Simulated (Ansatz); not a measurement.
**C₇H₈O₂: vertical ionisation energy**

How much energy removes an electron from C₇H₈O₂ at fixed geometry? The cation is run at each level and the neutral's energy taken from earlier runs.

Program: Ansatz 0.2.0, Gaussian basis. Level of theory: unrestricted cation, the program's frozen cores in correlated methods. These are calculated values, not measurements.

The runs, in order: UKS PBE-D4/def2-TZVPP; UKS r2SCAN-D4/def2-TZVPP; UKS PBE0-D4/def2-TZVPP; UKS B3LYP-D4/def2-TZVPP; UKS wB97X-V/def2-TZVPP; UKS wB97M-V/def2-TZVPP; UKS B2PLYP/def2-TZVPP; UHF-CCSD(T)/def2-TZVPP; UHF-MP2/def2-QZVPP; extrapolation to the limit; then −ε(HOMO) from the neutral's earlier runs with LDA (SPW92), PBE-D4, revPBE-D4, BLYP-D4, r2SCAN-D4, B97M-V, PBE0-D4, B3LYP-D4, r2SCANh-D4, r2SCAN0-D4, HSE06-D4, BHLYP-D4, CAM-B3LYP-D4, LC-ωPBE, ωB97X-V, ωB97M-V.

## Step 1: The relaxed structure

All runs share one geometry, relaxed beforehand with PBE0-D4 in a triple-zeta def2 set.

SMILES `Cc1cccc(O)c1O`, 17 atoms, charge 0, spin multiplicity 1.

Atoms are counted from 1 here; the program's logs count them from 0.

Bond lengths: C1–C2 1.495 Å, C1–H10 1.090 Å, C1–H11 1.093 Å, C1–H12 1.093 Å, C2–C3 1.392 Å, C2–C8 1.390 Å, C3–C4 1.385 Å, C3–H13 1.084 Å, C4–C5 1.388 Å, C4–H14 1.083 Å, C5–C6 1.382 Å, C5–H15 1.086 Å, C6–O7 1.367 Å, C6–C8 1.393 Å, O7–H16 0.960 Å, C8–O9 1.355 Å, O9–H17 0.964 Å. Angles: C2–C1–H10 110.8°, C2–C1–H11 111.1°, C2–C1–H12 111.1°, H10–C1–H11 108.6°, H10–C1–H12 108.5°, H11–C1–H12 106.5°, C1–C2–C3 122.3°, C1–C2–C8 119.4°, C3–C2–C8 118.2°, C2–C3–C4 121.4°, C2–C3–H13 118.7°, C4–C3–H13 119.9°, C3–C4–C5 120.0°, C3–C4–H14 120.3°, C5–C4–H14 119.8°, C4–C5–C6 119.3°, C4–C5–H15 120.8°, C6–C5–H15 119.9° and more.

## Step 2: Cation, UKS PBE-D4/def2-TZVPP

Contents of in.yaml:

```yaml
crystal:
  periodic: [false, false, false]
  atoms:
    - {symbol: C, position_ang: [1.986437, -1.348273, -0.041251]}
    - {symbol: C, position_ang: [0.835683, -0.410137, -0.213310]}
    - {symbol: C, position_ang: [0.761105, 0.490122, -1.272253]}
    - {symbol: C, position_ang: [-0.314380, 1.350723, -1.412773]}
    - {symbol: C, position_ang: [-1.347001, 1.326199, -0.486093]}
    - {symbol: C, position_ang: [-1.286901, 0.437611, 0.570801]}
    - {symbol: O, position_ang: [-2.245660, 0.328184, 1.539503]}
    - {symbol: C, position_ang: [-0.203355, -0.427344, 0.709978]}
    - {symbol: O, position_ang: [-0.154216, -1.294943, 1.750173]}
    - {symbol: H, position_ang: [2.715862, -1.216954, -0.840937]}
    - {symbol: H, position_ang: [1.650592, -2.388653, -0.044186]}
    - {symbol: H, position_ang: [2.487593, -1.185868, 0.916706]}
    - {symbol: H, position_ang: [1.567310, 0.510115, -1.997239]}
    - {symbol: H, position_ang: [-0.353819, 2.044232, -2.243808]}
    - {symbol: H, position_ang: [-2.197150, 1.994861, -0.583055]}
    - {symbol: H, position_ang: [-2.952041, 0.955442, 1.368877]}
    - {symbol: H, position_ang: [-0.950072, -1.165327, 2.278888]}
basis:
  gaussian: {orbitals: def2-TZVPP}
total_charge: 1
magnetization: {spin_polarized: true, initial_magnetization: 1}
hamiltonian: {xc: pbe, dispersion: d4}
```

Command:

```sh
> ansatz run in.yaml --threads 2 --pin off --events-out ev --progress --plain --max-ram 22528MiB --backend cuda --devices 0, --max-vram 18GiB
```

After this run come: Cation, UKS r2SCAN-D4/def2-TZVPP; Cation, UKS PBE0-D4/def2-TZVPP; Cation, UKS B3LYP-D4/def2-TZVPP; Cation, UKS wB97X-V/def2-TZVPP; Cation, UKS wB97M-V/def2-TZVPP; Cation, UKS B2PLYP (frozen core)/def2-TZVPP; Cation, UHF-CCSD(T)/def2-TZVPP; Cation, UHF-MP2/def2-QZVPP.

Q: Predict the results of all the runs planned. Wanted: ionisation energy, CCSD(T)/CBS; nearest functional by difference; nearest −ε(HOMO); −ε(HOMO) of PBE; T1 of the cation.

The runs gave:

| quantity | value |
| --- | --- |
| ionisation energy, CCSD(T)/CBS | 8.31 eV |
| nearest functional by difference | ωB97X-V (-0.30 eV) |
| nearest −ε(HOMO) | ωB97X-V (-0.06 eV) |
| −ε(HOMO) of PBE | 5.03 eV |
| T1 of the cation | 0.029 |

What this shows: Energy differences with functionals land within 0.49 eV of the reference. −ε(HOMO) of PBE misses by 3.3 eV, since self-interaction lifts the level. Among orbital estimates ωB97X-V comes nearest. Hartree-Fock falls 1.35 eV short, as the neutral has more correlation energy than the cation.
